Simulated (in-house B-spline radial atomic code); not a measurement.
# Eu³⁹⁺: excited configurations

Wanted: excitation energies of Eu³⁹⁺ as differences of total energies (ΔSCF).

Program: in-house B-spline radial atomic code version 1. Level of theory: Dirac-Hartree-Fock, average of configuration, Fermi nucleus, basis-set limit. These are calculated values, not measurements, unless marked.

### Step 1. Starting point

* element: europium (Z = 63)
* charge: +39
* electrons: 24
* configuration: [Ar] 3d6
* Hamiltonian: Dirac-Coulomb
* nucleus: Fermi, rms radius 5.112 fm

The outer shells:

[Ar] 3d6
```
[Ar] core
3d [↑↓][↑ ][↑ ][↑ ][↑ ]
```

The boxes draw the filling by Hund's rule, which heavy ions in jj coupling don't follow; these runs average over all states of the configuration.

The run's settings:

```ini
Z = 63
electrons = 24.0
configuration = [Ar] 3d6
hamiltonian = dirac
method = hf
spin_polarised = False
nucleus = fermi
rms_radius = 5.1115
mass_number = 153
atomic_mass = 152.921236789
speed_of_light = 137.035999084
```

The reference is known from an earlier run: -9746.629136 hartree in all. Up to eight levels, counted from the top:

```tsv
orbital	occupation	energy (eV)	<r> (bohr)
2s1/2	2	-10044.6	0.09400
2p1/2	2	-9621.00	0.07868
2p3/2	4	-8964.84	0.08526
3s1/2	2	-3547.06	0.2385
3p1/2	2	-3368.34	0.2274
3p3/2	4	-3218.17	0.2383
3d3/2	2.4	-2951.93	0.2085
3d5/2	3.6	-2918.52	0.2119
```

### Step 2. Configuration [Ne] 3s2 3p5 3d6 6p1

The run's settings:

```ini
Z = 63
electrons = 24.0
configuration = [Ne] 3s2 3p5 3d6 6p1
hamiltonian = dirac
method = hf
spin_polarised = False
nucleus = fermi
rms_radius = 5.1115
mass_number = 153
atomic_mass = 152.921236789
speed_of_light = 137.035999084
```

### Step 3. Configuration [Ar] 3d5 4f1

Settings: those of step 2 with these lines changed.

```diff
@@ -2,3 +2,3 @@
 electrons = 24.0
-configuration = [Ne] 3s2 3p5 3d6 6p1
+configuration = [Ar] 3d5 4f1
 hamiltonian = dirac
```

### Step 4. [Ne] 3s2 3p5 3d6 4d1

Settings: those of step 3 with these lines changed.

```diff
@@ -2,3 +2,3 @@
 electrons = 24.0
-configuration = [Ar] 3d5 4f1
+configuration = [Ne] 3s2 3p5 3d6 4d1
 hamiltonian = dirac
```

### Step 5. [Ar] 3d5 4s1

Settings: those of step 4 with these lines changed.

```diff
@@ -2,3 +2,3 @@
 electrons = 24.0
-configuration = [Ne] 3s2 3p5 3d6 4d1
+configuration = [Ar] 3d5 4s1
 hamiltonian = dirac
```

### Step 6. [Ne] 3s2 3p5 3d6 6s1

Settings: those of step 5 with these lines changed.

```diff
@@ -2,3 +2,3 @@
 electrons = 24.0
-configuration = [Ar] 3d5 4s1
+configuration = [Ne] 3s2 3p5 3d6 6s1
 hamiltonian = dirac
```

**Question.** How far above the reference does each configuration lie (order and size, in eV)?

The runs gave:

| net move | configuration | energy above the reference (eV) | with Breit, QED, recoil (eV) | largest <r> (bohr) |
| --- | --- | --- | --- | --- |
| 3d → 4s | [Ar] 3d5 4s1 | 1165.64 | 1165.88 | 0.467 |
| 3d → 4f | [Ar] 3d5 4f1 | 1513.76 | 1512.23 | 0.421 |
| 3p → 4d | [Ne] 3s2 3p5 3d6 4d1 | 1738.51 | 1735.19 | 0.464 |
| 3p → 6s | [Ne] 3s2 3p5 3d6 6s1 | 2553.04 | 2549.64 | 1.15 |
| 3p → 6p | [Ne] 3s2 3p5 3d6 6p1 | 2581.10 | 2577.57 | 1.18 |

Quantum defects of the promoted electron, δ = n − ζ/√(−2ε) with ζ = 40 and ε its orbital energy in hartree:

| promotion | δ |
| --- | --- |
| 3d → 4s | 0.487 |
| 3d → 4f | 0.078 |
| 3p → 4d | 0.225 |
| 3p → 6s | 0.475 |
| 3p → 6p | 0.362 |

**Reading.** The energies run from 1165.64 eV (3d → 4s) to 2581.10 eV (3p → 6p). Of those tabulated, the defect is largest for 4s (0.49) and least for 4f (0.08); at this charge much of the defect is relativistic. Two partly filled shells share a symmetry and can mix in the average, which may lower the energy, for: 3p → 4d; 3p → 6p. These are averages over configurations, without correlation, not spectroscopic levels.
